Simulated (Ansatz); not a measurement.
**C₄H₁₂BClSi: ionisation energy by level of theory**

The task here is to estimate one member of a computed series from the others.

Program: Ansatz 0.2.0, Gaussian basis. Level of theory: unrestricted cation, the program's frozen cores in correlated methods. These are calculated values, not measurements.

Levels to be run: UKS PBE-D4/def2-TZVPP; UKS r2SCAN-D4/def2-TZVPP; UKS PBE0-D4/def2-TZVPP; UKS B3LYP-D4/def2-TZVPP; UKS wB97X-V/def2-TZVPP; UKS wB97M-V/def2-TZVPP; UKS B2PLYP/def2-TZVPP; UHF-CCSD(T)/def2-TZVPP; UHF-MP2/def2-QZVPP; extrapolation to the limit; then −ε(HOMO) from the neutral's earlier runs with LDA (SPW92), PBE-D4, revPBE-D4, BLYP-D4, r2SCAN-D4, B97M-V, PBE0-D4, B3LYP-D4, r2SCANh-D4, r2SCAN0-D4, HSE06-D4, BHLYP-D4, CAM-B3LYP-D4, LC-ωPBE, ωB97X-V, ωB97M-V.

## The relaxed structure

All runs share one geometry, relaxed beforehand with PBE0-D4 in a triple-zeta def2 set.

SMILES `C[Si](C)(C)CBCl`, 19 atoms, charge 0, spin multiplicity 1.

Atoms are counted from 1 here; the program's logs count them from 0.

Bond lengths: C1–Si2 1.870 Å, C1–H8 1.092 Å, C1–H9 1.094 Å, C1–H10 1.093 Å, Si2–C3 1.873 Å, Si2–C4 1.872 Å, Si2–C5 1.909 Å, C3–H11 1.093 Å, C3–H12 1.094 Å, C3–H13 1.093 Å, C4–H14 1.093 Å, C4–H15 1.093 Å, C4–H16 1.093 Å, C5–B6 1.526 Å, C5–H17 1.094 Å, C5–H18 1.095 Å, B6–Cl7 1.762 Å, B6–H19 1.194 Å. Angles: Si2–C1–H8 111.6°, Si2–C1–H9 110.5°, Si2–C1–H10 111.2°, H8–C1–H9 108.0°, H8–C1–H10 107.6°, H9–C1–H10 107.8°, C1–Si2–C3 110.0°, C1–Si2–C4 110.3°, C1–Si2–C5 109.7°, C3–Si2–C4 109.9°, C3–Si2–C5 107.3°, C4–Si2–C5 109.6°, Si2–C3–H11 111.2°, Si2–C3–H12 110.7°, Si2–C3–H13 111.3°, H11–C3–H12 107.8°, H11–C3–H13 107.9°, H12–C3–H13 107.8° and more.

As a file:

```xyz
19

C    -1.7220    0.7127    0.4002
Si   -0.2019   -0.3168    0.0464
C    -0.7002   -1.9479   -0.7268
C     0.7540   -0.6258    1.6264
C     0.9120    0.5911   -1.2103
B     1.5022    1.8522   -0.5859
Cl    0.6836    3.4060   -0.7224
H    -1.4615    1.6723    0.8527
H    -2.3891    0.1853    1.0879
H    -2.2812    0.9198   -0.5158
H    -1.2377   -1.7922   -1.6657
H    -1.3556   -2.5095   -0.0551
H     0.1737   -2.5695   -0.9387
H     1.0216    0.3112    2.1218
H     1.6791   -1.1744    1.4304
H     0.1586   -1.2159    2.3285
H     0.2765    0.7815   -2.0801
H     1.6881   -0.1385   -1.4645
H     2.4998    1.8583    0.0710
```

Set-up of the first run:

in.yaml

```yaml
crystal:
  periodic: [false, false, false]
  atoms:
    - {symbol: C, position_ang: [-1.722014, 0.712675, 0.400240]}
    - {symbol: Si, position_ang: [-0.201892, -0.316756, 0.046368]}
    - {symbol: C, position_ang: [-0.700166, -1.947949, -0.726783]}
    - {symbol: C, position_ang: [0.753989, -0.625751, 1.626387]}
    - {symbol: C, position_ang: [0.912005, 0.591077, -1.210252]}
    - {symbol: B, position_ang: [1.502235, 1.852182, -0.585870]}
    - {symbol: Cl, position_ang: [0.683636, 3.406016, -0.722426]}
    - {symbol: H, position_ang: [-1.461498, 1.672271, 0.852704]}
    - {symbol: H, position_ang: [-2.389101, 0.185320, 1.087913]}
    - {symbol: H, position_ang: [-2.281231, 0.919784, -0.515831]}
    - {symbol: H, position_ang: [-1.237744, -1.792221, -1.665692]}
    - {symbol: H, position_ang: [-1.355579, -2.509527, -0.055127]}
    - {symbol: H, position_ang: [0.173688, -2.569460, -0.938743]}
    - {symbol: H, position_ang: [1.021609, 0.311202, 2.121808]}
    - {symbol: H, position_ang: [1.679054, -1.174400, 1.430384]}
    - {symbol: H, position_ang: [0.158572, -1.215850, 2.328500]}
    - {symbol: H, position_ang: [0.276536, 0.781540, -2.080076]}
    - {symbol: H, position_ang: [1.688097, -0.138470, -1.464505]}
    - {symbol: H, position_ang: [2.499813, 1.858308, 0.071011]}
basis:
  gaussian: {orbitals: def2-TZVPP}
total_charge: 1
magnetization: {spin_polarized: true, initial_magnetization: 1}
hamiltonian: {xc: pbe, dispersion: d4}
```

Among the steps run: Cation, UKS PBE-D4/def2-TZVPP; Cation, UKS r2SCAN-D4/def2-TZVPP; Cation, UKS PBE0-D4/def2-TZVPP; Cation, UKS B3LYP-D4/def2-TZVPP; Cation, UKS wB97X-V/def2-TZVPP; Cation, UKS wB97M-V/def2-TZVPP; Cation, UKS B2PLYP (frozen core)/def2-TZVPP; Cation, UHF-CCSD(T)/def2-TZVPP; Cation, UHF-MP2/def2-QZVPP.

One of the session's tables, all rows but one given; the rest of the session is left out.

It belongs to the step «Ionisation energies side by side». Orbital estimates, from the neutral's runs:

| functional | −ε(HOMO) (eV) |
| --- | --- |
| LDA (SPW92) | 6.83 |
| PBE-D4 | 6.72 |
| revPBE-D4 | 6.67 |
| BLYP-D4 | 6.61 |
| r2SCAN-D4 | 7.02 |
| B97M-V | 7.13 |
| PBE0-D4 | 8.06 |
| B3LYP-D4 | 7.84 |
| r2SCANh-D4 | 7.51 |
| r2SCAN0-D4 | 8.25 |
| HSE06-D4 | 7.66 |
| BHLYP-D4 | 9.30 |
| CAM-B3LYP-D4 | ? |
| LC-ωPBE | 10.80 |
| ωB97X-V | 10.45 |
| ωB97M-V | 10.30 |

Estimate the missing values for CAM-B3LYP-D4.

As computed: −ε(HOMO) (eV): 9.44. In the column «−ε(HOMO) (eV)» it lies between BHLYP-D4 (9.30) and ωB97M-V (10.30).
